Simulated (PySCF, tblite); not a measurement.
**C₂H₅F₃OSi₂ (triplet), a small gas-phase stand-in for a defect centre: EPR parameters**

Aim: the EPR parameters of `F[Si](F)(F)O[C]C[SiH3]`. It is drawn as: twofold C.

Programs: tblite 0.8.0 and PySCF 2.14.0. All values are calculated, for the isolated system unless a continuum is named. Atoms count from 0, parts from 1.

### 1 Starting point

13 atoms, charge 0, multiplicity 3; geometry: distance geometry start.

### 2 Geometry optimisation with GFN2-xTB

What the job is given:

```
{"job": {"kind": "relax", "xc": "GFN2-xTB", "basis": "xTB"}, "charge": 0, "multiplicity": 3}
C     -0.902009    -0.585002     0.204302
C     -1.377398     0.648811    -0.370199
Si    -1.045373     2.041806     0.782722
O     -0.635087    -1.799688     0.840899
Si     0.246890    -1.980521     2.350822
F     -0.125645    -3.480499     3.035978
F     -0.183053    -0.754261     3.410645
F      1.904382    -1.902262     2.057527
H     -0.933686     0.824523    -1.282303
H     -2.423930     0.562322    -0.525897
H     -0.237109     3.011759     0.104707
H     -0.365058     1.567768     1.908690
H     -2.273341     2.663045     1.175124
```

Level: GFN2-xTB geometry optimisation, gas phase.

Launch:

```bash
$ OMP_NUM_THREADS=1 python cluster_run.py task.json out
```

One launch serves the whole session: the jobs run in the order shown.

**Question.** The jobs that follow are: PBE0-D3(BJ)/def2-SVP geometry optimisation, gas phase; UKS B3LYP, IGLO-III on C F O Si, pcH-1 on H, non-relativistic, mean-field spin-orbit, GIAO; UKS BHandHLYP, IGLO-III on C F O Si, pcH-1 on H, non-relativistic, mean-field spin-orbit, GIAO. Predict: point group; rotational constants (main isotopes); D, E (B3LYP); g(iso) (B3LYP); ⟨S²⟩; largest a(iso); potential on the surface of density 0.002 e/bohr³, 1st and 99th percentile.

**Answer**, as computed:

```
                                                                  quantity                 value
                                                               point group                    C1
                                      rotational constants (main isotopes)  2.57, 0.80, 0.74 GHz
                                                              D, E (B3LYP)     0.881, 0.079 cm⁻¹
                                                            g(iso) (B3LYP)               2.00256
                                                                      ⟨S²⟩    2.006 (exact 2.00)
                                                            largest a(iso)  13C on C0, 324.0 MHz
potential on the surface of density 0.002 e/bohr³, 1st and 99th percentile    -0.45 V and 1.73 V
```

The start of the PBE0/def2-SVP relaxation was shaken at random by about 0.01 Å, so part of the energy gained, and of the first lengths quoted, undoes that. Relaxing lowered the energy by 0.310 eV in 23 steps; the close pair that moved most is O3–Si4, from 1.562 to 1.638 Å (PBE0/def2-SVP). Most of the unpaired spin sits on C0 (1.75 e). The isotropic g lies 0.2 ppt above the free-electron value. The coupling of 13C on C0 runs from 324.0 (B3LYP/IGLO-III+pcH-1) to 358.0 MHz (BHandHLYP/IGLO-III+pcH-1). The triplet was assumed; the singlet may lie lower. A capped cluster stands for the solid here, so long-range fields and strain are missing, and bands or shifts of the capping hydrogens have no counterpart in it.
